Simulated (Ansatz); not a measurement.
# U-r2SCAN/def2-SVP run of CH6ClSi2 (SMILES C[Si]([SiH3])Cl)

Aim: the vertical doublet–quartet gap of CH6ClSi2 at U-r2SCAN/def2-SVP, from 2 runs. 

The calculation is run with Ansatz 0.2.0.

44 further runs of the same task are left out: 44 set aside as unsound or not needed.

## (1) The structure to begin with

The species is CH6ClSi2 (10 atoms), meant as a doublet with charge 0. As SMILES, `C[Si]([SiH3])Cl`. The shape is that of a PBE0-D4/def2-TZVP optimisation.

Bond lengths: C1–Si2 1.872 Å, Si2–Si3 2.338 Å, Si2–Cl4 2.073 Å, C1–H5 1.093 Å, C1–H6 1.094 Å, C1–H7 1.092 Å, Si3–H8 1.485 Å, Si3–H9 1.490 Å, Si3–H10 1.489 Å. Some angles: C1–Si2–Si3 115.2°, C1–Si2–Cl4 108.2°, Si3–Si2–Cl4 108.6°, Si2–C1–H5 110.0°, Si2–C1–H6 110.4°, Si2–C1–H7 110.6°, Si2–Si3–H8 109.0°, Si2–Si3–H9 112.4°, Si2–Si3–H10 108.4°, H5–C1–H6 108.7°.

## (2) A single-point energy at U-r2SCAN/def2-SVP

Contents of run.yaml:

```yaml
crystal:
  periodic: [false, false, false]
  atoms:
    - {symbol: C, position_ang: [-0.817600, 1.375900, -0.759000]}
    - {symbol: Si, position_ang: [-0.393400, -0.447400, -0.745400]}
    - {symbol: Si, position_ang: [1.253500, -1.073900, 0.791400]}
    - {symbol: Cl, position_ang: [-2.123100, -1.512600, -0.330000]}
    - {symbol: H, position_ang: [0.078700, 1.966200, -0.965000]}
    - {symbol: H, position_ang: [-1.223500, 1.680800, 0.209700]}
    - {symbol: H, position_ang: [-1.561600, 1.592100, -1.528300]}
    - {symbol: H, position_ang: [1.490500, -2.535600, 0.676400]}
    - {symbol: H, position_ang: [0.871400, -0.750900, 2.195100]}
    - {symbol: H, position_ang: [2.508200, -0.345800, 0.457800]}
basis:
  gaussian:
    orbitals: def2-SVP
magnetization:
  spin_polarized: true
  initial_magnetization: 1
hamiltonian:
  xc: {name: r2SCAN}
accuracy: high
output: {orbitals: {seedname: orbitals}}
```

Started as:

```bash
$ ansatz run run.yaml --threads 1 --pin off --max-ram 3480MiB --events-out events.jsonl --progress --plain --runs-dir runs
```

The log of the run:

```text
Warning: RAYON_NUM_THREADS=1 ignored (pool sized by the plan → 1); use --threads N
Functional definition: r2SCAN
  name "r2SCAN"
  parameter k0 = 0.174
  parameter k1 = 0.065
  parameter a1 = 4.9479
  exchange = r2scan_x(k0 = k0, k1 = k1, a1 = a1)
  correlation = r2scan_c
2141 factors; integrals over basis functions are off by at most 2.1e-8 eV
mean field evaluation 1: about -29394.7709 eV, gradient 3.3e1 eV
mean field evaluation 2: about -29388.6888 eV, gradient 4.4e1 eV
mean field evaluation 4: about -29400.4434 eV, gradient 1.9e0 eV
mean field evaluation 8: about -29400.4571 eV, gradient 2.7e-2 eV
mean field evaluation 16: about -29400.4571 eV, gradient 3.7e-5 eV
mean field -29400.45713432 eV, -1080.4468713405 hartree, gradient 7.9e-8 eV, S^2 0.754050; 0 other end points of the search recorded, 0 dependent functions left out
reference -29400.45713647 eV, -1080.4468714196 hartree; 29, 28 occupied and 69, 70 virtual orbitals, 2141 factors
Total energy: -29400.45713647 eV, -1080.4468714196 hartree
```

It took 31 s on 1 thread of Arm Neoverse V2, shared host; peak memory 0.51 GiB.

## (3) The quartet

Contents of in.yaml:

```yaml
crystal:
  periodic: [false, false, false]
  atoms:
    - {symbol: C, position_ang: [-0.817600, 1.375900, -0.759000]}
    - {symbol: Si, position_ang: [-0.393400, -0.447400, -0.745400]}
    - {symbol: Si, position_ang: [1.253500, -1.073900, 0.791400]}
    - {symbol: Cl, position_ang: [-2.123100, -1.512600, -0.330000]}
    - {symbol: H, position_ang: [0.078700, 1.966200, -0.965000]}
    - {symbol: H, position_ang: [-1.223500, 1.680800, 0.209700]}
    - {symbol: H, position_ang: [-1.561600, 1.592100, -1.528300]}
    - {symbol: H, position_ang: [1.490500, -2.535600, 0.676400]}
    - {symbol: H, position_ang: [0.871400, -0.750900, 2.195100]}
    - {symbol: H, position_ang: [2.508200, -0.345800, 0.457800]}
basis:
  gaussian:
    orbitals: def2-SVP
total_charge: 0
magnetization:
  spin_polarized: true
  initial_magnetization: 3
hamiltonian:
  xc: r2scan
accuracy: high
output:
  orbitals: {seedname: orbitals}
```

Started as:

```bash
$ ansatz run in.yaml --threads 1 --pin off --max-ram 3480MiB --events-out events.jsonl --progress --plain --runs-dir runs
```

The log of the run, cut to the lines that bear on the results:

```text
Warning: RAYON_NUM_THREADS=1 ignored (pool sized by the plan → 1); use --threads N
[... 7 set-up lines as earlier in the session ...]
2141 factors; integrals over basis functions are off by at most 2.1e-8 eV
mean field evaluation 1: about -29385.2269 eV, gradient 3.7e1 eV
mean field evaluation 2: about -29367.0855 eV, gradient 6.3e1 eV
mean field evaluation 4: about -29393.1649 eV, gradient 1.2e1 eV
mean field evaluation 8: about -29394.6203 eV, gradient 2.0e-1 eV
mean field evaluation 16: about -29394.6134 eV, gradient 7.5e-4 eV
mean field evaluation 32: about -29391.2298 eV, gradient 1.4e1 eV
mean field -29394.61339281 eV, -1080.2321178013 hartree, gradient 3.2e-8 eV, S^2 3.755258; 6 other end points of the search recorded, 0 dependent functions left out
reference -29394.61339501 eV, -1080.2321178820 hartree; 30, 27 occupied and 68, 71 virtual orbitals, 2141 factors
Total energy: -29394.61339501 eV, -1080.2321178820 hartree
```

Wall time 50 s (1 thread of Arm Neoverse V2, shared host); peak memory 0.52 GiB.

## (4) Results

At U-r2SCAN/def2-SVP:

| quantity | value |
| --- | --- |
| doublet: total energy | -1080.44687 Eh |
| doublet: HOMO energy (highest over α and β) | -5.12 eV |
| doublet: LUMO energy (lowest over α and β) | -2.96 eV |
| doublet: ⟨S²⟩ | 0.754 |
| quartet: total energy | -1080.23212 Eh |
| quartet: HOMO energy (highest over α and β) | -1.55 eV |
| quartet: ⟨S²⟩ | 3.755 |
| vertical energy of the quartet above the doublet | 5.844 eV |

At this shape the quartet lies 5.84 eV (564 kJ/mol) above the doublet.
